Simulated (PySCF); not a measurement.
**From one method to the next for RbB**

What do other methods print for RbB?

Computed with PySCF 2.14.0. Level: method and basis as typed in the scripts.

2 further runs of the same task are left out: 2 for a known fault of the program.

## (1) Where the work starts

RbB: 2 atoms, charge 0, spin multiplicity 1.

Bond lengths: Rb1–B2 2.875 Å.

## (2) The base run

input.py

```python
from pyscf import gto, scf, mp

mol = gto.M(
    atom='Rb 0 0 0; B 0 0 2.875',
    basis='crenbl',
    ecp={'Rb': 'crenbl', 'B': 'crenbl'},
    charge=0,
    spin=0,
    verbose=4,
)
mf = scf.UHF(mol)
mf.kernel()
mp.MP2(mf).kernel()
mf.dip_moment()
print('orbital energies (hartree):', [e[max(0, n-3):n+3].round(4) for e, n in zip(mf.mo_energy, mol.nelec)])
```

Command:

```console
$ OMP_NUM_THREADS=1 python input.py
```

## (3) Polarisability

Run 1 changes step after the SCF: mp2 → polarizability.

input.py: that of step 2 with these lines changed.

```diff
@@ -1,2 +1,3 @@
-from pyscf import gto, scf, mp
+from pyscf import gto, scf
+from pyscf.prop.polarizability import uhf as pol
 
@@ -12,3 +13,4 @@
 mf.kernel()
-mp.MP2(mf).kernel()
+print('polarizability (a.u.)')
+print(pol.Polarizability(mf).polarizability().round(4))
 mf.dip_moment()
```

## (4) CASCI (ROHF)

Run 2 changes step after the SCF: mp2 → casci; SCF type: UHF → ROHF; active space: none → 8 electrons in 8 orbitals.

input.py

```python
from pyscf import gto, scf, mcscf

mol = gto.M(
    atom='Rb 0 0 0; B 0 0 2.875',
    basis='crenbl',
    ecp={'Rb': 'crenbl', 'B': 'crenbl'},
    charge=0,
    spin=0,
    verbose=4,
)
mf = scf.ROHF(mol)
mf.kernel()
mc = mcscf.CASCI(mf, 8, 8)
mc.kernel()
mc.analyze()
mf.dip_moment()
print('orbital energies (hartree):', mf.mo_energy[..., max(0, mol.nelec[1]-3):mol.nelec[0]+3].round(4))
```

## (5) Pbesol (UKS)

Run 3 changes functional: none (Hartree–Fock) → pbesol; SCF type: UHF → UKS; step after the SCF: mp2 → analyze.

input.py: that of step 2 with these lines changed.

```diff
@@ -1,2 +1,2 @@
-from pyscf import gto, scf, mp
+from pyscf import gto, dft
 
@@ -10,5 +10,5 @@
 )
-mf = scf.UHF(mol)
+mf = dft.UKS(mol, xc='pbesol')
 mf.kernel()
-mp.MP2(mf).kernel()
+mf.mulliken_pop()
 mf.dip_moment()
```

## (6) Frozen orbitals 1

Run 4 changes frozen orbitals: none → 1.

input.py: that of step 2 with these lines changed.

```diff
@@ -12,3 +12,3 @@
 mf.kernel()
-mp.MP2(mf).kernel()
+mp.MP2(mf, frozen=1).kernel()
 mf.dip_moment()
```

Q: Predict the outcome of this session. Wanted: for each run, E(SCF); from base; gap; SCF dipole; after the SCF.

As calculated:

| run | E(SCF) (hartree) | from base (eV) | cycles | gap (eV) | SCF dipole (D) | after the SCF |
| --- | --- | --- | --- | --- | --- | --- |
| base | -26.261125 | 0 | 11 | 4.16 | 7.91 | MP2 correlation -1.974 eV |
| polarisability | -26.261125 | 0.0000 | 11 | 4.16 | 7.91 | n/a |
| CASCI (ROHF) | -26.261125 | 0.0000 | 10 | n/a | 7.91 | CASCI correlation -0.170 eV |
| pbesol (UKS) | -26.580972 | not comparable | 40 | 0.53 | 5.52 | n/a |
| frozen orbitals 1 | -26.261125 | 0.0000 | 11 | 4.16 | 7.91 | MP2 correlation -1.746 eV, core frozen |

In words: Total energies of different functionals can't be compared with each other; differences within one functional can. The dearest run is “pbesol (UKS)”, at 6.3 s against 0.9 s.
